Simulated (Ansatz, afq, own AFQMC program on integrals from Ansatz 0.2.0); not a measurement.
**SiGeH3 (doublet): AFQMC on the coupled-cluster ladder at twist about Si1–Ge2 = 120.0°, cc-pVDZ**

How near does AFQMC come to the top of the ladder for SiGeH3 (doublet)?

Computed with Ansatz 0.2.0, Gaussian basis, and an in-house AFQMC program (afq) on its integrals; all values are calculated. Level: cc-pVDZ, frozen cores.

Plan: PBE (unrestricted); r2SCAN (unrestricted); PBE0 (unrestricted); B3LYP (unrestricted); wB97M-V (unrestricted); B2PLYP (unrestricted); CCSD(T) on UHF; Phaseless AFQMC, CISD trial on UHF; Phaseless AFQMC, single-determinant trial on UHF.

1 further run of the same task is left out (it didn't finish).

## (1) What is computed

The geometry derives from a PBE0/def2-TZVP stationary point (not a proven minimum). One half is turned about the bond named; the halves are rigid. No spin-orbit coupling is included. The filled d shell of Ge may be among the frozen orbitals whatever the setting's name suggests; the logs give the count.

5 atoms, charge 0, spin multiplicity 2.

Atoms are counted from 1 here; the program's logs count them from 0.

Bond lengths: Si1–Ge2 2.352 Å, Si1–H3 1.492 Å, Si1–H4 1.492 Å, Ge2–H5 1.595 Å. Angles: Ge2–Si1–H3 129.6°, Ge2–Si1–H4 123.5°, H3–Si1–H4 106.9°, Si1–Ge2–H5 86.6°.

Coordinates:

```xyz
5

Si   -0.0134    0.0413    1.6511
Ge   -0.0134   -0.0052   -0.7007
H    -0.0134    1.2089    2.5802
H    -0.0134   -1.1862    2.4988
H     1.3656   -0.7993   -0.5904
```

## (2) PBE (unrestricted)

The input, in.yaml:

```yaml
crystal:
  periodic: [false, false, false]
  atoms:
    - {symbol: Si, position_ang: [-0.013398, 0.041257, 1.651149]}
    - {symbol: Ge, position_ang: [-0.013398, -0.005175, -0.700682]}
    - {symbol: H, position_ang: [-0.013398, 1.208919, 2.580182]}
    - {symbol: H, position_ang: [-0.013398, -1.186191, 2.498765]}
    - {symbol: H, position_ang: [1.365644, -0.799342, -0.590372]}
basis:
  gaussian: {orbitals: cc-pVDZ}
magnetization: {spin_polarized: true, initial_magnetization: 1}
hamiltonian: {xc: {name: PBE}}
output: {orbitals: {seedname: orbitals}}
```

Run with:

```
> ansatz run in.yaml --threads 1 --pin off --events-out ev --progress --plain --max-ram 1382MiB
```

Log:

```text
Functional definition: PBE
  name "PBE"
  cite "Perdew, Burke & Ernzerhof, Phys. Rev. Lett. 77, 3865 (1996) doi:10.1103/PhysRevLett.77.3865"
  parent pbe
  parameter kappa = 0.804
  parameter beta = 0.06672455060314922
  exchange = pbe_x(kappa = kappa, mu = beta*pi^2/3)
  correlation = pbe_c(beta = beta)
787 factors; their error is unknown
mean field evaluation 1: about -64427.9635 eV, gradient 9.1e0 eV
mean field evaluation 2: about -64428.0248 eV, gradient 8.3e0 eV
mean field evaluation 4: about -64428.6974 eV, gradient 1.7e0 eV
mean field evaluation 8: about -64428.7196 eV, gradient 5.2e-2 eV
mean field evaluation 16: about -64428.7196 eV, gradient 7.0e-5 eV
mean field -64428.71962604 eV, -2367.7117749022 hartree, gradient 1.2e-5 eV, S^2 0.760772; 0 other end points of the search recorded, 0 dependent functions left out
reference -64428.71965985 eV, -2367.7117761447 hartree; 25, 24 occupied and 35, 36 virtual orbitals, 787 factors
Total energy: -64428.71965985 eV, -2367.7117761447 hartree
```

Wall time 2.4 s (1 thread of Arm Neoverse V1, shared host).

From the report: ⟨S²⟩ of the determinant 0.761 (pure doublet: 0.75).

## (3) r2SCAN (unrestricted)

Edit in.yaml of step 2 so:

```diff
@@ -11,3 +11,2 @@
 magnetization: {spin_polarized: true, initial_magnetization: 1}
-hamiltonian: {xc: {name: PBE}}
-output: {orbitals: {seedname: orbitals}}
+hamiltonian: {xc: {name: r2SCAN}}
```

Launched as before.

Log:

```text
Functional definition: r2SCAN
  name "r2SCAN"
  cite "Furness, Kaplan, Ning, Perdew & Sun, J. Phys. Chem. Lett. 11, 8208 (2020) doi:10.1021/acs.jpclett.0c02405"
  cite "Furness, Kaplan, Ning, Perdew & Sun, J. Phys. Chem. Lett. 11, 9248 (2020) doi:10.1021/acs.jpclett.0c03077"
  parent r2scan
  parameter k0 = 0.174
  parameter k1 = 0.065
  parameter a1 = 4.9479
  exchange = r2scan_x(k0 = k0, k1 = k1, a1 = a1)
  correlation = r2scan_c
787 factors; their error is unknown
mean field evaluation 1: about -64439.8591 eV, gradient 6.8e0 eV
mean field evaluation 2: about -64440.1506 eV, gradient 4.1e0 eV
mean field evaluation 4: about -64440.3156 eV, gradient 1.0e0 eV
mean field evaluation 8: about -64440.3298 eV, gradient 8.8e-2 eV
mean field evaluation 16: about -64440.3203 eV, gradient 3.5e-4 eV
mean field -64440.32032889 eV, -2368.1380928686 hartree, gradient 2.0e-5 eV, S^2 0.783242; 2 other end points of the search recorded, 0 dependent functions left out
reference -64440.32033984 eV, -2368.1380932713 hartree; 25, 24 occupied and 35, 36 virtual orbitals, 787 factors
Total energy: -64440.32033984 eV, -2368.1380932713 hartree
```

Run time: 8 s. Hardware: 1 thread of Arm Neoverse V1, shared host.

From the report: ⟨S²⟩ of the determinant 0.783 (pure doublet: 0.75).

## (4) PBE0 (unrestricted)

Edit in.yaml of step 3 so:

```diff
@@ -11,2 +11,3 @@
 magnetization: {spin_polarized: true, initial_magnetization: 1}
-hamiltonian: {xc: {name: r2SCAN}}
+hamiltonian: {xc: {name: PBE0}}
+output: {orbitals: {seedname: orbitals}}
```

Launched as before.

Log:

```text
Functional definition: PBE0
  name "PBE0"
  cite "Adamo & Barone, J. Chem. Phys. 110, 6158 (1999) doi:10.1063/1.478522"
  cite "Perdew, Burke & Ernzerhof, Phys. Rev. Lett. 77, 3865 (1996) doi:10.1103/PhysRevLett.77.3865"
  parent pbe
  parameter a = 0.25
  parameter kappa = 0.804
  parameter beta = 0.06672455060314922
  exchange = (1 - a)*pbe_x(kappa = kappa, mu = beta*pi^2/3) + a*exact_x
  correlation = pbe_c(beta = beta)
641 factors; integrals over basis functions are off by at most 1.4e-3 eV
mean field evaluation 1: about -64430.5945 eV, gradient 5.5e0 eV
mean field evaluation 2: about -64430.7856 eV, gradient 3.0e0 eV
mean field evaluation 4: about -64430.8798 eV, gradient 4.7e-1 eV
mean field evaluation 8: about -64430.9162 eV, gradient 1.1e-1 eV
mean field evaluation 16: about -64430.9171 eV, gradient 3.9e-4 eV
mean field -64430.91709044 eV, -2367.7925302296 hartree, gradient 7.2e-5 eV, S^2 0.776346; 2 other end points of the search recorded, 0 dependent functions left out
reference -64430.91711593 eV, -2367.7925311663 hartree; 25, 24 occupied and 35, 36 virtual orbitals, 641 factors
Total energy: -64430.91711593 eV, -2367.7925311663 hartree
```

It took 4 s on 1 thread of Arm Neoverse V1, shared host.

From the report: ⟨S²⟩ of the determinant 0.776 (pure doublet: 0.75).

## (5) B3LYP (unrestricted)

Edit in.yaml of step 4 so:

```diff
@@ -11,3 +11,2 @@
 magnetization: {spin_polarized: true, initial_magnetization: 1}
-hamiltonian: {xc: {name: PBE0}}
-output: {orbitals: {seedname: orbitals}}
+hamiltonian: {xc: {name: B3LYP}}
```

Launched as before.

Log:

```text
Functional definition: B3LYP
  name "B3LYP"
  cite "Stephens, Devlin, Chabalowski & Frisch, J. Phys. Chem. 98, 11623 (1994) doi:10.1021/j100096a001"
  cite "Becke, Phys. Rev. A 38, 3098 (1988) doi:10.1103/PhysRevA.38.3098"
  cite "Lee, Yang & Parr, Phys. Rev. B 37, 785 (1988) doi:10.1103/PhysRevB.37.785"
  cite "Vosko, Wilk & Nusair, Can. J. Phys. 58, 1200 (1980) doi:10.1139/p80-159"
  parameter a0 = 0.2
  parameter ax = 0.72
  parameter ac = 0.81
  exchange = (1 - a0 - ax)*slater_x + ax*b88_x + a0*exact_x
  correlation = (1 - ac)*vwn_rpa_c + ac*lyp_c
641 factors; integrals over basis functions are off by at most 1.4e-3 eV
mean field evaluation 1: about -64442.9181 eV, gradient 6.7e0 eV
mean field evaluation 2: about -64443.1914 eV, gradient 3.7e0 eV
mean field evaluation 4: about -64443.3305 eV, gradient 6.0e-1 eV
mean field evaluation 8: about -64443.3598 eV, gradient 7.5e-2 eV
mean field evaluation 16: about -64443.3601 eV, gradient 2.1e-4 eV
mean field -64443.36014758 eV, -2368.2498041451 hartree, gradient 3.7e-5 eV, S^2 0.763734; 2 other end points of the search recorded, 0 dependent functions left out
reference -64443.36037722 eV, -2368.2498125842 hartree; 25, 24 occupied and 35, 36 virtual orbitals, 641 factors
Total energy: -64443.36037722 eV, -2368.2498125842 hartree
```

Wall time 3.8 s (1 thread of Arm Neoverse V1, shared host).

From the report: ⟨S²⟩ of the determinant 0.764 (pure doublet: 0.75).

## (6) wB97M-V (unrestricted)

Edit in.yaml of step 5 so:

```diff
@@ -11,2 +11,3 @@
 magnetization: {spin_polarized: true, initial_magnetization: 1}
-hamiltonian: {xc: {name: B3LYP}}
+hamiltonian: {xc: {name: wB97M-V}}
+output: {orbitals: {seedname: orbitals}}
```

Launched as before.

Log:

```text
Functional definition: wB97M-V
  name "wB97M-V"
  cite "Mardirossian & Head-Gordon, J. Chem. Phys. 144, 214110 (2016) doi:10.1063/1.4952647"
  cite "Becke, J. Chem. Phys. 107, 8554 (1997) doi:10.1063/1.475007"
  cite "Vydrov & Van Voorhis, J. Chem. Phys. 133, 244103 (2010) doi:10.1063/1.3521275"
  # Of w^i u^j: cxij and so on, Table III.
  parameter omega = 0.3/bohr
  parameter cx = 0.15
  parameter cx01 = 1.007
  parameter cx10 = 0.259
  parameter css00 = 0.443
  parameter css04 = -1.437
  parameter css10 = -4.535
  parameter css20 = -3.390
  parameter css43 = 4.278
  parameter cos00 = 1.000
  parameter cos10 = 1.358
  parameter cos20 = 2.924
  parameter cos21 = -8.812
  parameter cos60 = -1.390
  parameter cos61 = 9.142
  parameter b = 6.0
  parameter c = 0.01
  gx(w, u) = 1 - cx + cx01*u + cx10*w
  gss(w, u) = css00 + css04*u^4 + css10*w + css20*w^2 + css43*w^4*u^3
  gos(w, u) = cos00 + cos10*w + (cos20 + cos21*u)*w^2 + (cos60 + cos61*u)*w^6
  exchange = spin_sum(e_x_unif_sr(omega)*gx(b97_w, b97_u_x)) + cx*exact_x_sr(omega) + exact_x_lr(omega)
  correlation = spin_sum(e_c_pw_mod_same_spin*gss(b97_w, b97_u_same))
      + integral(e_c_pw_mod_opposite_spin*gos(b97_w_opposite, b97_u_opposite)) + vv10(b, c)
641 factors; integrals over basis functions are off by at most 1.4e-3 eV
204 factors; integrals over basis functions are off by at most 7.3e-6 eV
mean field evaluation 1: about -64437.0656 eV, gradient 4.6e0 eV
mean field evaluation 2: about -64437.2630 eV, gradient 1.3e0 eV
mean field evaluation 4: about -64437.3103 eV, gradient 5.9e-1 eV
mean field evaluation 8: about -64437.3236 eV, gradient 1.3e-1 eV
mean field evaluation 16: about -64437.3256 eV, gradient 3.4e-3 eV
mean field evaluation 32: about -64437.1446 eV, gradient 1.6e0 eV
mean field -64437.32556133 eV, -2368.0280371907 hartree, gradient 3.7e-5 eV, S^2 0.769288; 2 other end points of the search recorded, 0 dependent functions left out
reference -64437.32559778 eV, -2368.0280385302 hartree; 25, 24 occupied and 35, 36 virtual orbitals, 641 factors
Total energy: -64437.32559778 eV, -2368.0280385302 hartree
```

It took 22 s on 1 thread of Arm Neoverse V1, shared host; peak memory 0.26 GiB.

From the report: ⟨S²⟩ of the determinant 0.769 (pure doublet: 0.75).

## (7) B2PLYP (unrestricted)

Edit in.yaml of step 6 so:

```diff
@@ -11,3 +11,3 @@
 magnetization: {spin_polarized: true, initial_magnetization: 1}
-hamiltonian: {xc: {name: wB97M-V}}
-output: {orbitals: {seedname: orbitals}}
+hamiltonian: {xc: {name: B2PLYP}}
+correlation: {electrons: outside_noble_gas}
```

Launched as before.

Log:

```text
Functional definition: B2PLYP
  name "B2PLYP"
  cite "Grimme, J. Chem. Phys. 124, 034108 (2006) doi:10.1063/1.2148954"
  cite "Becke, Phys. Rev. A 38, 3098 (1988) doi:10.1103/PhysRevA.38.3098"
  cite "Lee, Yang & Parr, Phys. Rev. B 37, 785 (1988) doi:10.1103/PhysRevB.37.785"
  parameter a = 0.53
  parameter c = 0.27
  exchange = (1 - a)*b88_x + a*exact_x
  correlation = (1 - c)*lyp_c + c*(mp2_os + mp2_ss)
641 factors; integrals over basis functions are off by at most 1.4e-3 eV
mean field evaluation 1: about -64424.5011 eV, gradient 4.5e0 eV
mean field evaluation 2: about -64424.5020 eV, gradient 4.5e0 eV
mean field evaluation 4: about -64424.7406 eV, gradient 7.2e-1 eV
mean field evaluation 8: about -64424.7622 eV, gradient 6.8e-2 eV
mean field evaluation 16: about -64424.7626 eV, gradient 2.4e-4 eV
mean field evaluation 32: about -64424.6077 eV, gradient 1.6e0 eV
mean field -64424.76260644 eV, -2367.5663571142 hartree, gradient 1.8e-6 eV, S^2 0.795436; 4 other end points of the search recorded, 0 dependent functions left out
19 core orbitals not correlated: weight in the atoms' cores, before any rotation towards them, 0.999 or more for the frozen orbitals, at most 0.000 for the correlated occupied ones
reference -64424.76275273 eV, -2367.5663624904 hartree; 6, 5 occupied and 35, 36 virtual orbitals, 641 factors
second order -5.91187312 eV of doubles, -0.00000000 eV of singles
Total energy: -64426.35895848 eV, -2367.6250219694 hartree
```

It took 5.5 s on 1 thread of Arm Neoverse V1, shared host.

From the report: ⟨S²⟩ of the determinant 0.795 (pure doublet: 0.75).

## (8) CCSD(T) on UHF

Edit in.yaml of step 7 so:

```diff
@@ -11,3 +11,2 @@
 magnetization: {spin_polarized: true, initial_magnetization: 1}
-hamiltonian: {xc: {name: B2PLYP}}
-correlation: {electrons: outside_noble_gas}
+correlation: {method: ccsd_t, electrons: outside_noble_gas, hamiltonian_folder: ham}
```

The command is unchanged.

Log:

```text
Functional definition: HF
  name "HF"
  cite "Fock, Z. Phys. 61, 126 (1930) doi:10.1007/BF01340294"
  parent pbe
  exchange = exact_x
  correlation = 0
641 factors; integrals over basis functions are off by at most 1.4e-3 eV
mean field evaluation 1: about -64379.3894 eV, gradient 7.1e0 eV
mean field evaluation 2: about -64379.3936 eV, gradient 7.1e0 eV
mean field evaluation 4: about -64380.1493 eV, gradient 8.7e-1 eV
mean field evaluation 8: about -64380.2498 eV, gradient 3.2e-1 eV
mean field evaluation 16: about -64380.2740 eV, gradient 1.5e-6 eV
mean field evaluation 32: about -64380.2730 eV, gradient 1.1e-1 eV
mean field evaluation 64: about -64378.9902 eV, gradient 1.3e0 eV
mean field evaluation 96: about -64379.4792 eV, gradient 1.6e0 eV
mean field evaluation 128: about -64380.1304 eV, gradient 1.4e0 eV
mean field -64380.27401743 eV, -2365.9314316235 hartree, gradient 1.5e-6 eV, S^2 0.976983; 6 other end points of the search recorded, 0 dependent functions left out
determinant -64380.27401743 eV, -2365.9314316235 hartree, with singles and doubles -64385.91168554 eV, -2366.1386121051 hartree
determinant -64379.01588747 eV, -2365.8851962001 hartree, with singles and doubles -64384.56748792 eV, -2366.0892137539 hartree
determinant -64378.77005232 eV, -2365.8761619250 hartree, with singles and doubles -64384.12451875 eV, -2366.0729349369 hartree
19 core orbitals not correlated: weight in the atoms' cores, before any rotation towards them, 1.000 or more for the frozen orbitals, at most 0.000 for the correlated occupied ones
reference -64380.27401743 eV, -2365.9314316235 hartree; 6, 5 occupied and 35, 36 virtual orbitals, 641 factors
second order -4.41713732 eV of doubles, -0.00000000 eV of singles
cycle   1  -5.63887870 eV  change   -1.2e-3 eV  update   4.1e-3
cycle   2  -5.64105257 eV  change   -2.2e-3 eV  update   3.1e-3
cycle   3  -5.64163041 eV  change   -5.8e-4 eV  update   1.7e-3
cycle   4  -5.64189714 eV  change   -2.7e-4 eV  update   1.1e-3
cycle   5  -5.64377419 eV  change   -1.9e-3 eV  update   5.1e-4
cycle   6  -5.64459111 eV  change   -8.2e-4 eV  update   2.5e-4
cycle   7  -5.64461087 eV  change   -2.0e-5 eV  update   1.5e-4
cycle   8  -5.64446089 eV  change    1.5e-4 eV  update   9.5e-5
cycle   9  -5.64442963 eV  change    3.1e-5 eV  update   6.4e-5
cycle  10  -5.64443936 eV  change   -9.7e-6 eV  update   3.5e-5
cycle  11  -5.64443839 eV  change    9.6e-7 eV  update   1.7e-5
cycle  12  -5.64442608 eV  change    1.2e-5 eV  update   6.9e-6
cycle  13  -5.64442056 eV  change    5.5e-6 eV  update   3.2e-6
perturbative correction -0.19391018 eV, -0.0071260679 hartree
Total energy: -64386.11234817 eV, -2366.1459863209 hartree
```

Run time: 8.5 s. Hardware: 1 thread of Arm Neoverse V1, shared host.

From the report: ⟨S²⟩ of the determinant 0.977 (pure doublet: 0.75); correlation -5.8383 eV; T1 0.052; largest double amplitude 0.06.

This run also writes the integrals to the folder ham.

## (9) Phaseless AFQMC, CISD trial on UHF

It reads the integrals that the CCSD(T) run on this determinant wrote.

Run with:

```
> afq ham --method phaseless --trial cisd --walkers 60 --populations 1 --least-time 40 --time-step 0.005 --steps-per-block 50 --equilibration-blocks 40 --max-blocks 300 --target-error 0.0008 --factor-cut 1e-05 --start spin_pure --seed 9830 --release-times 0.24,0.51,0.99,1.62,2.4 --release-step 0.03 --release-every 4 --taylor-order 6
```

Log:

```text
orbitals 41  electrons 6 5  factors 325 of 641
reference energy -2365.93143162 Eh
CCSD correlation -0.20742838 Eh in 19 cycles, weight of the determinant in the CISD state 0.8117
energy of the start -2366.127459 Eh
 block  time / (1/Eh)  mean weight  energy / Eh
     1     0.250  1.0015  -2366.128968
     2     0.500  0.9991  -2366.131502
     3     0.750  1.0014  -2366.136546
     4     1.000  1.0007  -2366.140142
     5     1.250  1.0006  -2366.141548
     6     1.500  1.0003  -2366.144575
     7     1.750  0.9997  -2366.143110
     8     2.000  0.9984  -2366.142179
     9     2.250  0.9993  -2366.145068
    10     2.500  0.9998  -2366.145365
    11     2.750  0.9981  -2366.149579
    16     4.000  1.0021  -2366.150285
    21     5.250  1.0020  -2366.146975
    26     6.500  0.9999  -2366.148429
    31     7.750  1.0008  -2366.147555
    36     9.000  0.9992  -2366.144733
    41    10.250  1.0014  -2366.150217
    46    11.500  0.9985  -2366.149420
    51    12.750  1.0009  -2366.149362
    56    14.000  1.0008  -2366.147805
    61    15.250  0.9972  -2366.144147
    66    16.500  1.0012  -2366.153266
    71    17.750  1.0008  -2366.146202
    76    19.000  1.0012  -2366.148749
    81    20.250  1.0006  -2366.152382
    86    21.500  0.9991  -2366.148358
    91    22.750  0.9992  -2366.156820
    96    24.000  1.0016  -2366.146993
   101    25.250  0.9988  -2366.148390
   106    26.500  1.0014  -2366.148095
   111    27.750  0.9997  -2366.145436
   116    29.000  0.9997  -2366.140817
   121    30.250  0.9998  -2366.145420
   126    31.500  0.9991  -2366.148118
   131    32.750  1.0000  -2366.147595
   136    34.000  0.9994  -2366.142441
   141    35.250  0.9992  -2366.145883
   146    36.500  1.0009  -2366.147896
   151    37.750  0.9994  -2366.141563
   156    39.000  1.0010  -2366.146695
   161    40.250  1.0000  -2366.148667
   166    41.500  1.0017  -2366.149726
   171    42.750  0.9989  -2366.147008
   176    44.000  1.0010  -2366.147481
   181    45.250  0.9983  -2366.145585
   186    46.500  1.0002  -2366.145081
   191    47.750  1.0011  -2366.149839
   196    49.000  1.0000  -2366.143959
blocks merged  error / Eh  count
     1  0.000279  160
     2  0.000343  80
     4  0.000420  40
     8  0.000454  20
    16  0.000518  10
released: time / (1/Eh)  energy / Eh  error  mean overlap
  0.24  -2366.148050  0.000530  0.9966
  0.51  -2366.149603  0.000594  0.9654
  0.99  -2366.149348  0.000585  0.9619
  1.62  -2366.149062  0.000784  0.9539
  2.40  -2366.149685  0.000885  0.9166
energy -2366.147367 +/- 0.000454 Eh
```

It took 6.8 min on 1 thread of Arm Neoverse V1, shared host.

Energy -64386.1499 ± 0.0124 eV. Caveats: constraint bias not in the error.

## (10) Phaseless AFQMC, single-determinant trial on UHF

It reads the integrals that the CCSD(T) run on this determinant wrote.

Run with:

```
> afq ham --method phaseless --trial hf --walkers 120 --populations 1 --least-time 40 --time-step 0.005 --steps-per-block 20 --equilibration-blocks 160 --max-blocks 600 --target-error 0.0024000000000000002 --factor-cut 1e-05 --start spin_pure --seed 5747 --taylor-order 6
```

Log:

```text
orbitals 41  electrons 6 5  factors 325 of 641
reference energy -2365.93143162 Eh
CCSD correlation -0.20742838 Eh in 19 cycles, weight of the determinant in the CISD state 0.8117
energy of the start -2365.934153 Eh
 block  time / (1/Eh)  mean weight  energy / Eh
     1     0.100  1.0005  -2365.966691
     2     0.200  1.0005  -2365.992483
     3     0.300  1.0012  -2366.011234
     4     0.400  1.0026  -2366.033295
     5     0.500  1.0019  -2366.053018
     6     0.600  1.0006  -2366.071047
     7     0.700  1.0026  -2366.079486
     8     0.800  1.0012  -2366.093871
     9     0.900  1.0000  -2366.095604
    10     1.000  0.9999  -2366.101140
    15     1.500  0.9981  -2366.117410
    29     2.900  0.9988  -2366.150612
    43     4.300  1.0002  -2366.139381
    57     5.700  1.0002  -2366.149962
    71     7.100  1.0002  -2366.141633
    85     8.500  1.0002  -2366.129212
    99     9.900  1.0003  -2366.149940
   113    11.300  1.0009  -2366.132962
   127    12.700  1.0007  -2366.155546
   141    14.100  1.0002  -2366.142917
   155    15.500  1.0013  -2366.150628
   169    16.900  0.9993  -2366.158372
   183    18.300  1.0006  -2366.152618
   197    19.700  0.9997  -2366.138055
   211    21.100  0.9990  -2366.157298
   225    22.500  1.0001  -2366.163229
   239    23.900  1.0008  -2366.149550
   253    25.300  1.0024  -2366.168730
   267    26.700  1.0012  -2366.147003
   281    28.100  0.9986  -2366.172651
   295    29.500  0.9994  -2366.145070
   309    30.900  1.0009  -2366.194345
   323    32.300  0.9988  -2366.141505
   337    33.700  1.0000  -2366.144378
   351    35.100  1.0001  -2366.145396
   365    36.500  0.9996  -2366.131564
   379    37.900  0.9995  -2366.135666
   393    39.300  1.0007  -2366.150695
   407    40.700  1.0007  -2366.143214
   421    42.100  1.0000  -2366.152449
   435    43.500  1.0002  -2366.150887
   449    44.900  0.9999  -2366.144433
   463    46.300  0.9985  -2366.169161
   477    47.700  1.0014  -2366.152327
   491    49.100  0.9998  -2366.137989
   505    50.500  0.9996  -2366.146334
   519    51.900  0.9992  -2366.137703
   533    53.300  0.9998  -2366.144863
   547    54.700  0.9991  -2366.153328
blocks merged  error / Eh  count
     1  0.000705  400
     2  0.000958  200
     4  0.001288  100
     8  0.001726  50
    16  0.002219  25
    32  0.002485  12
energy -2366.149454 +/- 0.002219 Eh
```

Wall time 5.1 min (1 thread of Arm Neoverse V1, shared host).

Energy -64386.2067 ± 0.0604 eV. The run doesn't count as converged. Caveats: constraint bias not in the error; error not settled; halves of the run differ.

## (11) All levels side by side

On the UHF determinant, counted from CCSD(T) (a yardstick, not exact):

| level | energy (eV) | from CCSD(T) (kcal/mol) | statistical error (kcal/mol) | time |
| --- | --- | --- | --- | --- |
| HF | -64380.2740 | +134.64 |  |  |
| MP2 | -64384.6912 | +32.77 |  |  |
| CCSD | -64385.9184 | +4.47 |  |  |
| CCSD(T) | -64386.1123 | 0.00 |  |  |
| Phaseless AFQMC, CISD trial, step 0.005, 60 walkers | -64386.1499 | -0.87 | 0.29 | 6.8 min |

The functionals' totals stand on their own zeros and serve differences with other points: PBE -64428.720 eV; r2SCAN -64440.320 eV; PBE0 -64430.917 eV; B3LYP -64443.360 eV; wB97M-V -64437.326 eV; B2PLYP -64426.359 eV.

## (12) What came out

| quantity | value |
| --- | --- |
| Phaseless AFQMC, CISD trial on UHF from CCSD(T) | -0.87 ± 0.29 kcal/mol |

What this shows: On UHF the phaseless walk with the CISD trial lies -0.87 kcal/mol from CCSD(T), 3 times its error bar. Error bars are statistical and leave out the constraint, the time step and what remains of the start.
